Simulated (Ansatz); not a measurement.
**AsBr₃: small, medium and large basis sets**

Aim: see how fast density functionals converge with the basis set for AsBr₃.

Computed with Ansatz 0.2.0, Gaussian basis. Level: one geometry, several basis sets.

Plan: PBE0-D4/def2-SVP; ωB97M-V/def2-SVP; PBE0-D4/def2-QZVPP; ωB97M-V/def2-QZVPP; the functionals' def2-TZVPP values are taken from earlier runs.

**1. Structure used throughout**

An earlier PBE0-D4 in a triple-zeta def2 set relaxation fixed the geometry.

SMILES `Br[As](Br)Br`, 4 atoms, charge 0, spin multiplicity 1.

Atoms are counted from 1 here; the program's logs count them from 0.

Bond lengths: Br1–As2 2.334 Å, As2–Br3 2.334 Å, As2–Br4 2.334 Å. Angles: Br1–As2–Br3 100.1°, Br1–As2–Br4 100.1°, Br3–As2–Br4 100.1°.

**2. PBE0-D4 in def2-SVP**

Input file in.yaml:

```yaml
crystal:
  periodic: [false, false, false]
  atoms:
    - {symbol: Br, position_ang: [0.779048, 0.506430, 1.865853]}
    - {symbol: As, position_ang: [-0.764285, -0.142467, 0.239512]}
    - {symbol: Br, position_ang: [0.404738, -1.898771, -0.758780]}
    - {symbol: Br, position_ang: [-0.419491, 1.534799, -1.346586]}
basis:
  gaussian: {orbitals: def2-SVP}
hamiltonian: {xc: pbe0, dispersion: d4}
output: {orbitals: {seedname: orbitals}}
```

Command:

```bash
$ ansatz run in.yaml --threads 4 --pin off --events-out ev --progress --plain --max-ram 10444MiB
```

After this run come: ωB97M-V in def2-SVP; PBE0-D4 in def2-QZVPP; ωB97M-V in def2-QZVPP.

Before running them: what should the planned runs give, taken together? Wanted: PBE0-D4: double and triple zeta above quadruple; ωB97M-V: double and triple zeta above quadruple.

As calculated:

```
                                       quantity           value
PBE0-D4: double and triple zeta above quadruple  38.81, 5.63 eV
ωB97M-V: double and triple zeta above quadruple  38.46, 5.44 eV
```

What this shows: For PBE0-D4 the step from double to triple zeta gains 33.18 eV and the next only 5.63 eV. Total energies overstate the basis error of differences, where much of it tends to cancel.
